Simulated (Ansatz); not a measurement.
# Niobium, hcp under PBEsol: from relaxation to bulk modulus

Aim: take niobium in the hcp structure, relax it, solve it on a dense k-mesh, then scale the cell to 7 volumes from 88 to 112 % of the relaxed one and try a fit of the equation of state. Spin polarisation is left out. The k-meshes are 12×12×7 for the relaxation; 21×21×10 for the dense run; 14×14×7 for the volumes.

This is Nb in the hcp structure; at room conditions it is bcc.

Computed with Ansatz 0.2.0 (DFT PBEsol, plane waves (420 eV) with PAW, scalar-relativistic; PBE-made PAW files, unless a step says otherwise).

## 1. The system as given

It takes space group P6_3/mmc (No. 194, hexagonal). Conventional cell: a = 2.940 Å, b = 2.940 Å, c = 4.802 Å, α = 90.00°, β = 90.00°, γ = 120.00°. Nb (site symmetry -6m2) has 12 Nb at 2.94 Å as nearest neighbours.

Structure file:

```cif
data_structure
_symmetry_space_group_name_H-M 'P 1'
_symmetry_Int_Tables_number 1
_cell_length_a 2.9403
_cell_length_b 2.9403
_cell_length_c 4.8015
_cell_angle_alpha 90.000
_cell_angle_beta 90.000
_cell_angle_gamma 120.000
_cell_volume 35.95
loop_
_atom_site_label
_atom_site_type_symbol
_atom_site_fract_x
_atom_site_fract_y
_atom_site_fract_z
_atom_site_occupancy
Nb1 Nb 0.33333 0.66667 0.25000 1
Nb2 Nb 0.66667 0.33333 0.75000 1
```

## 2. Geometry optimisation

File input.yaml:

```yaml
crystal:
  lattice:
    - [2.9403180252, 0.0, 0.0]
    - [-1.4701590126, 2.546390105, 0.0]
    - [0.0, 0.0, 4.8015393351]
  atoms:
    - { symbol: Nb, position: [0.3333333333, 0.6666666667, 0.25] }
    - { symbol: Nb, position: [0.6666666667, 0.3333333333, 0.75] }
hamiltonian:
  xc: pbesol
  pseudopotentials:
    kind: paw
    azcp:
      Nb: "pseudopotentials/Nb.paw.azcp"
basis:
  ecutwfc: 420
  fft_grid_basis: typed
kpoints:
  mp_grid: { grid: [12, 12, 7], shift: [0, 0, 0] }
magnetization:
  spin_polarized: false
scf:
  occupations: { method: fermi_dirac, width: 0.1 }
relax:
  max_steps: 60
  f_tol: 0.01
  cell: {}
```

The runs that follow: Dense single point; The cell scaled to 88 % of its volume; The cell scaled to 92 % of its volume; The cell scaled to 96 % of its volume; The cell scaled to 100 % of its volume; The cell scaled to 104 % of its volume; The cell scaled to 108 % of its volume; The cell scaled to 112 % of its volume.

**Question.** What will these runs give? Wanted: space group; conventional cell; volume; shortest distance; gap on the mesh; relative to bcc; highest ELF outside the cores; V₀, B₀, B₀′.

**Answer**, as computed:

```
                      quantity                                   value
space group (spins left aside)                      P6_3/mmc (No. 194)
             conventional cell  a = 2.836 Å, c = 5.186 Å (c/a = 1.829)
                        volume                          18.058 Å³/atom
             shortest distance                                 2.836 Å
               gap on the mesh            none (levels filled in part)
               relative to bcc                           +312 meV/atom
 highest ELF outside the cores      0.59, 1.78 Å from the nearest atom
                   V₀, B₀, B₀′            18.017 Å³/atom, 173 GPa, 3.7
```

What this shows: The relaxation enlarged the cell by 0.5 % in volume. It lies 312 meV/atom above the element's reference form at the same level (bcc, from a run of its own), so it is far from stable. No gap shows: it is a metal or semimetal at this level. The fitted modulus is 173 GPa; letting shape and positions relax at each volume could only lower it. Relaxation kept the symmetry; phonons were not checked.
